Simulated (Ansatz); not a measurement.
**C4H9Al: how energies converge with the basis set**

The task here is to estimate one member of a computed series from the others.

The runs use Ansatz 0.2.0, Gaussian basis; one geometry, several basis sets.

Levels to be run: PBE0-D4/def2-SVP; ωB97M-V/def2-SVP; PBE0-D4/def2-QZVPP; ωB97M-V/def2-QZVPP; the functionals' def2-TZVPP values are taken from earlier runs.

### The geometry

The geometry comes from an earlier relaxation with PBE0-D4 in a triple-zeta def2 set; it is a stationary point, not always the lowest conformer.

SMILES `C=[CH][Al]([CH3])[CH3]`, 14 atoms, charge 0, spin multiplicity 1.

Atoms are counted from 1 here; the program's logs count them from 0.

Bond lengths: C1–C2 1.336 Å, C1–H6 1.089 Å, C1–H7 1.088 Å, C2–Al3 1.950 Å, C2–H8 1.092 Å, Al3–C4 1.956 Å, Al3–C5 1.956 Å, C4–H9 1.095 Å, C4–H10 1.093 Å, C4–H11 1.097 Å, C5–H12 1.097 Å, C5–H13 1.094 Å, C5–H14 1.093 Å. Angles: C2–C1–H6 123.1°, C2–C1–H7 121.8°, H6–C1–H7 115.1°, C1–C2–Al3 121.6°, C1–C2–H8 116.0°, Al3–C2–H8 122.4°, C2–Al3–C4 118.8°, C2–Al3–C5 119.8°, C4–Al3–C5 121.4°, Al3–C4–H9 111.3°, Al3–C4–H10 113.7°, Al3–C4–H11 110.3°, H9–C4–H10 107.9°, H9–C4–H11 106.3°, H10–C4–H11 107.1°, Al3–C5–H12 110.2°, Al3–C5–H13 112.0°, Al3–C5–H14 113.0° and more.

Set-up of the first run:

Input file in.yaml:

```yaml
crystal:
  periodic: [false, false, false]
  atoms:
    - {symbol: C, position_ang: [-2.497569, -0.026597, -0.292015]}
    - {symbol: C, position_ang: [-1.363301, 0.297544, -0.918994]}
    - {symbol: Al, position_ang: [0.377761, 0.052134, -0.075902]}
    - {symbol: C, position_ang: [0.452776, -0.686133, 1.734033]}
    - {symbol: C, position_ang: [2.005156, 0.542801, -1.042791]}
    - {symbol: H, position_ang: [-3.482604, 0.106385, -0.737321]}
    - {symbol: H, position_ang: [-2.498054, -0.445964, 0.712303]}
    - {symbol: H, position_ang: [-1.473018, 0.712807, -1.922485]}
    - {symbol: H, position_ang: [1.278479, -1.396963, 1.839984]}
    - {symbol: H, position_ang: [-0.466569, -1.191847, 2.040004]}
    - {symbol: H, position_ang: [0.639170, 0.112070, 2.462356]}
    - {symbol: H, position_ang: [2.269230, -0.241715, -1.762367]}
    - {symbol: H, position_ang: [1.876866, 1.461696, -1.623023]}
    - {symbol: H, position_ang: [2.868477, 0.674484, -0.385184]}
basis:
  gaussian: {orbitals: def2-SVP}
hamiltonian: {xc: pbe0, dispersion: d4}
output: {orbitals: {seedname: orbitals}}
```

Command:

```
> ansatz run in.yaml --threads 4 --pin off --events-out ev --progress --plain --max-ram 10444MiB
```

Steps of the session up to this table: PBE0-D4 in def2-SVP; ωB97M-V in def2-SVP; PBE0-D4 in def2-QZVPP; ωB97M-V in def2-QZVPP.

One of the session's tables, all rows but one given; the rest of the session is left out.

| functional | basis | HOMO (eV) |
| --- | --- | --- |
| PBE0-D4 | def2-SVP | -7.57 |
| PBE0-D4 | def2-TZVPP | ? |
| PBE0-D4 | def2-QZVPP | -7.62 |
| ωB97M-V | def2-SVP | -9.79 |
| ωB97M-V | def2-TZVPP | -9.84 |
| ωB97M-V | def2-QZVPP | -9.85 |

Estimate the missing values for PBE0-D4, def2-TZVPP.

The run gave: HOMO (eV): -7.61. In the column «HOMO (eV)» it lies between PBE0-D4, def2-QZVPP (-7.62) and PBE0-D4, def2-SVP (-7.57).
